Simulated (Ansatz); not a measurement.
## FH2SbSeSi, SMILES [F][Sb]1[SiH2][Se]1: a rigid scan of one bond length, step by step

With Ansatz 0.2.0 through its Python package.

Notebook, run cell by cell (the value of a cell's last expression is shown):

```python
import ansatz as az
import matplotlib.pyplot as plt
import numpy as np

GEOMETRY = """
F    -1.89050   -1.49760    0.27050
Sb    0.01880   -1.65990    0.57220
Si    0.44830    0.54710   -0.50110
Se    0.21340    0.67010    1.76500
H     1.88690    0.76780   -0.87800
H    -0.63480    1.10860   -1.27470
"""

molecule = az.Crystal.molecule()
for line in GEOMETRY.strip().splitlines():
    symbol, *xyz = line.split()
    molecule = molecule.atom(symbol, [float(v) for v in xyz])
```

```python
symbols = [site.symbol for site in molecule.cartesian_sites]
start = np.array([site.position_ang for site in molecule.cartesian_sites])
axis = (start[0] - start[1]) / np.linalg.norm(start[0] - start[1])
moving = [0]
lengths, energies = [1.65, 1.78, 1.94, 2.13, 2.42, 2.91, 3.49, 4.27], []
for length in lengths:
    xyz = start.copy()
    xyz[moving] += (length - np.linalg.norm(start[0] - start[1])) * axis
    point = az.Crystal.molecule()
    for symbol, place in zip(symbols, xyz):
        point = point.atom(symbol, place.tolist())
    base = point.calculation().basis(gaussian="def2-SVP").functional("cam_b3lyp").spin("collinear")
    report = base.run(threads=1).report
    energies.append(report["free_energy_ev"])
    print(f"r = {length:6.3f} A  E = {energies[-1]:.5f} eV  <S^2> = {abs(report['mean_field']['state']['spin_squared']):.3f}")

print("energy above the lowest point (eV):", [round(e - min(energies), 3) for e in energies])
plt.figure(figsize=(4.5, 3))
plt.plot(lengths, np.array(energies) - min(energies), "o-")
plt.xlabel("bond length (A)")
plt.ylabel("E - E(min) (eV)")
plt.tight_layout()
plt.savefig("scan.png", dpi=100)
```

    r =  1.650 A  E = -82503.62251 eV  <S^2> = 0.000
    r =  1.780 A  E = -82504.95488 eV  <S^2> = 0.000
    r =  1.940 A  E = -82505.40533 eV  <S^2> = 0.000
    r =  2.130 A  E = -82505.12934 eV  <S^2> = 0.000
    r =  2.420 A  E = -82504.15679 eV  <S^2> = 0.000
    r =  2.910 A  E = -82502.61325 eV  <S^2> = 0.307
    r =  3.490 A  E = -82501.78004 eV  <S^2> = 0.686
    r =  4.270 A  E = -82501.38361 eV  <S^2> = 0.887
    energy above the lowest point (eV): [1.783, 0.45, 0.0, 0.276, 1.249, 2.792, 3.625, 4.022]

Total energies depend on the basis set; only differences at equal settings carry meaning. The rest of the molecule is held rigid at a force-field or estimated start geometry, and the basis set is modest; single-reference methods fail as a bond breaks. def2 sets replace the cores of elements past krypton by effective core potentials. The expectation value of S² is noticeably off S(S+1) in at least one run, so that state is spin-contaminated. The whole script took 2.2 min on 1 thread of Intel(R) Xeon(R) Platinum 8375C CPU @ 2.90GHz (Ice Lake), with other jobs on the host, peak memory 0.6 GiB.
